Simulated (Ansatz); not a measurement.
# BF2H4NSi: the cost of one run

Program: Ansatz 0.2.0. Level of theory: UKS B3LYP-D4/def2-SVP. These are calculated values, not measurements.

## Step 1: The structure to begin with

Bond lengths: F1–B2 1.454 Å, B2–N3 1.505 Å, N3–Si4 1.862 Å, Si4–F5 1.619 Å, B2–H6 1.175 Å, N3–H7 1.082 Å, Si4–H8 1.456 Å, Si4–H9 1.452 Å. Angles: F1–B2–N3 120.1°, F1–B2–H6 121.0°, N3–B2–H6 118.9°, B2–N3–Si4 109.2°, B2–N3–H7 108.7°, Si4–N3–H7 102.1°, N3–Si4–F5 111.0°, N3–Si4–H8 108.9°, N3–Si4–H9 104.6°, F5–Si4–H8 111.7°, F5–Si4–H9 111.1°, H8–Si4–H9 109.4°.

As a file:

```xyz
9

F    -1.8474   -0.5643    1.7288
B    -1.4410   -0.1234    0.4046
N    -0.2902    0.8331    0.2480
Si    1.1216   -0.0409   -0.5937
F     2.3988    0.9418   -0.7539
H    -2.0242   -0.4713   -0.5546
H     0.1231    1.0416    1.2265
H     1.4556   -1.2367    0.1668
H     0.5921   -0.4261   -1.8896
```

## Step 2: Relaxing end A

input.yaml

```yaml
crystal:
  periodic: [false, false, false]
  atoms:
    - { symbol: F, position_ang: [-1.8474, -0.5643, 1.7288] }
    - { symbol: B, position_ang: [-1.441, -0.1234, 0.4046] }
    - { symbol: "N", position_ang: [-0.2902, 0.8331, 0.248] }
    - { symbol: Si, position_ang: [1.1216, -0.0409, -0.5937] }
    - { symbol: F, position_ang: [2.3988, 0.9418, -0.7539] }
    - { symbol: H, position_ang: [-2.0242, -0.4713, -0.5546] }
    - { symbol: H, position_ang: [0.1231, 1.0416, 1.2265] }
    - { symbol: H, position_ang: [1.4556, -1.2367, 0.1668] }
    - { symbol: H, position_ang: [0.5921, -0.4261, -1.8896] }
magnetization:
  spin_polarized: true
basis:
  gaussian: { orbitals: def2-SVP }
hamiltonian:
  xc: b3lyp
  dispersion: d4
relax:
  f_tol: 0.02
  max_steps: 50
```

Run with:

```sh
$ ansatz run input.yaml --threads 2 --pin off --max-ram 3072MiB --backend cpu --events-out ev --progress --plain --runs-dir out
```

Q: Estimate wall time and peak memory on 2 threads of Arm Neoverse V1, shared host.

About 52 s, with a peak of 0.26 GiB.
